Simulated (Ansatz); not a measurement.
A nudged elastic band was laid between two geometries of a periodic cell of 21 atoms, H2C18O (surface graphene monolayer, adsorbate H2O).

Theory: DFT LDA, scalar-relativistic, plane waves, PAW (Ansatz 0.2.0). Settings: cutoff 420 eV, k mesh 2x2x1, gaussian smearing 0.02 eV, no spin polarisation.

| Quantity | Value |
| --- | --- |
| movable images | 3 |
| climbing image | yes |
| spring | 5.0 eV/Å² |
| optimiser | quadratic models (default) |
| start path | default |
| force threshold | 0.2 eV/Å |
| iteration limit | 25 |
| end points | relaxed |

Initial state:

```xyz
21
Lattice="7.3980 0.0000 0.0000 -3.6990 6.4069 0.0000 0.0000 0.0000 11.0000" Properties=species:S:1:pos:R:3
C 0.037 0.092 0.795
C 1.268 0.804 0.796
C -1.209 2.234 0.795
C 0.038 2.954 0.795
C -2.430 4.378 0.793
C -1.209 5.082 0.791
C 2.490 0.098 0.793
C 3.739 0.819 0.791
C 1.269 2.244 0.796
C 2.490 2.948 0.795
C 0.039 4.363 0.793
C 1.269 5.074 0.794
C 4.969 0.107 0.792
C 6.189 0.813 0.794
C 3.737 2.229 0.793
C 4.969 2.939 0.794
C 2.490 4.369 0.795
C 3.737 5.089 0.794
O 3.286 -0.603 3.782
H 3.428 0.174 4.345
H 2.804 -0.264 3.005
```

Final state:

```xyz
21
Lattice="7.3980 0.0000 0.0000 -3.6990 6.4069 0.0000 0.0000 0.0000 11.0000" Properties=species:S:1:pos:R:3
C 0.010 -0.090 0.806
C 1.238 0.621 0.840
C -1.210 2.032 0.908
C 0.011 2.717 0.962
C -2.463 4.182 0.845
C -1.245 4.920 0.924
C 2.459 -0.114 0.921
C 3.712 0.613 1.325
C 1.232 2.032 0.906
C 2.491 2.769 0.913
C 0.011 4.184 1.248
C 1.267 4.921 0.930
C 4.965 -0.114 0.928
C 6.182 0.621 0.844
C 3.711 2.079 0.977
C 4.931 2.769 0.915
C 2.485 4.182 0.847
C 3.710 4.895 0.809
O 3.768 0.535 2.778
H 3.706 -2.187 2.371
H 2.976 0.991 3.124
```

What changes between the two ends?

Contacts lost: O19–H20. Contacts made: C8–O19, C11–H20. The atom that moves furthest is H20, by 3.09 Å.

Give the energies along the band, and the barrier.

The forces met the threshold. The highest image is number 3 of 0 to 4, 2.94 eV above the first end and 0.93 eV above the last; the last end lies 2.01 eV above the first. The threshold of 0.2 eV/Å is loose, so the images may lie well off the minimum-energy path. Neighbouring images differ by up to 2.9 eV, so the band resolves the path poorly. The order of the stationary point at the top wasn't checked. Limits of this set-up: slab without dipole correction, no dispersion correction for a molecule that may bind weakly.

| image | path coordinate (Å) | energy (eV) | O19–H20 (Å) | C8–O19 (Å) | C11–H20 (Å) |
| --- | --- | --- | --- | --- | --- |
| 0 | 0.00 | 0.00 | 0.97 | 3.34 | 4.20 |
| 1 | 1.43 | 0.00 | 0.97 | 3.18 | 3.49 |
| 2 | 2.86 | 0.05 | 0.97 | 3.03 | 2.41 |
| 3 | 4.29 | 2.94 | 1.51 | 1.70 | 1.36 |
| 4 | 5.56 | 2.01 | 2.75 | 1.46 | 1.12 |

What is the geometry of the highest image?


```xyz
21
Lattice="7.3980 0.0000 0.0000 -3.6990 6.4069 0.0000 0.0000 0.0000 11.0000" Properties=species:S:1:pos:R:3
C 0.007 -0.019 0.812
C 1.229 0.701 0.851
C -1.213 2.114 0.978
C 0.007 2.826 1.063
C -2.471 4.237 0.866
C -1.251 4.978 0.848
C 2.445 -0.036 0.839
C 3.708 0.628 1.222
C 1.227 2.115 0.980
C 2.486 2.823 0.993
C 0.007 4.294 1.139
C 1.266 4.980 0.851
C 4.970 -0.037 0.834
C 6.183 0.700 0.847
C 3.707 2.112 1.091
C 4.927 2.822 0.993
C 2.486 4.238 0.867
C 3.706 4.961 0.825
O 3.773 0.052 2.817
H 3.705 -1.356 2.270
H 2.906 0.274 3.209
```

The band took 22 iterations and about 16 core-minutes.

Time of the run: 16 min on 1 thread of Intel(R) Xeon(R) Processor @ 2.50GHz (Skylake/Cascade Lake), with other jobs on the host, peak memory 0.76 GiB.
